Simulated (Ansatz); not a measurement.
# C2H7AlSi: how energies converge with the basis set

One table from this session's results is given with a row withheld; the runs are named, their logs left out.

Method: one geometry, several basis sets; program: Ansatz 0.2.0, Gaussian basis.

Levels to be run: PBE0-D4/def2-SVP; ωB97M-V/def2-SVP; PBE0-D4/def2-QZVPP; ωB97M-V/def2-QZVPP; the functionals' def2-TZVPP values are taken from earlier runs.

### The relaxed structure

All runs share one geometry, relaxed beforehand with PBE0-D4 in a triple-zeta def2 set.

11 atoms, charge 0, spin multiplicity 1.

Atoms are counted from 1 here; the program's logs count them from 0.

Bond lengths: C1–C2 1.331 Å, C1–H5 1.087 Å, C1–H6 1.087 Å, C2–Si3 1.867 Å, C2–H7 1.090 Å, Si3–Al4 2.461 Å, Si3–H8 1.492 Å, Si3–H9 1.497 Å, Al4–H10 1.591 Å, Al4–H11 1.591 Å. Angles: C2–C1–H5 121.8°, C2–C1–H6 122.1°, H5–C1–H6 116.1°, C1–C2–Si3 123.9°, C1–C2–H7 118.0°, Si3–C2–H7 118.1°, C2–Si3–Al4 111.4°, C2–Si3–H8 108.1°, C2–Si3–H9 109.3°, Al4–Si3–H8 112.4°, Al4–Si3–H9 108.3°, H8–Si3–H9 107.3°, Si3–Al4–H10 119.7°, Si3–Al4–H11 121.9°, H10–Al4–H11 118.4°.

Set-up of the first run:

Input file in.yaml:

```yaml
crystal:
  periodic: [false, false, false]
  atoms:
    - {symbol: C, position_ang: [-1.126955, 1.842551, 0.409248]}
    - {symbol: C, position_ang: [-0.042022, 1.088988, 0.569857]}
    - {symbol: Si, position_ang: [-0.062053, -0.777869, 0.563558]}
    - {symbol: Al, position_ang: [1.210031, -1.682104, -1.339436]}
    - {symbol: H, position_ang: [-2.115363, 1.405476, 0.296860]}
    - {symbol: H, position_ang: [-1.078218, 2.927867, 0.388085]}
    - {symbol: H, position_ang: [0.918497, 1.592276, 0.675779]}
    - {symbol: H, position_ang: [-1.485661, -1.225003, 0.559103]}
    - {symbol: H, position_ang: [0.558576, -1.284162, 1.827678]}
    - {symbol: H, position_ang: [2.536808, -0.948270, -1.821706]}
    - {symbol: H, position_ang: [0.751760, -2.996849, -2.108326]}
basis:
  gaussian: {orbitals: def2-SVP}
hamiltonian: {xc: pbe0, dispersion: d4}
output: {orbitals: {seedname: orbitals}}
```

Run with:

```bash
> ansatz run in.yaml --threads 2 --pin off --events-out ev --progress --plain --max-ram 4352MiB
```

Among the steps run: PBE0-D4 in def2-SVP; ωB97M-V in def2-SVP; PBE0-D4 in def2-QZVPP; ωB97M-V in def2-QZVPP.

One table of the session follows, with a row left open; its other results are not shown here.

It belongs to the step «Density functionals: the series». 

| functional | basis | HOMO (eV) | LUMO (eV) |
| --- | --- | --- | --- |
| PBE0-D4 | def2-SVP | ? | ? |
| PBE0-D4 | def2-TZVPP | -7.09 | -2.01 |
| PBE0-D4 | def2-QZVPP | -7.09 | -2.02 |
| ωB97M-V | def2-SVP | -9.03 | -0.30 |
| ωB97M-V | def2-TZVPP | -9.07 | -0.37 |
| ωB97M-V | def2-QZVPP | -9.07 | -0.47 |

**Question.** Estimate the row for PBE0-D4, def2-SVP.

As computed: HOMO (eV): -7.08; LUMO (eV): -2.00. In the column «HOMO (eV)» it is the highest.
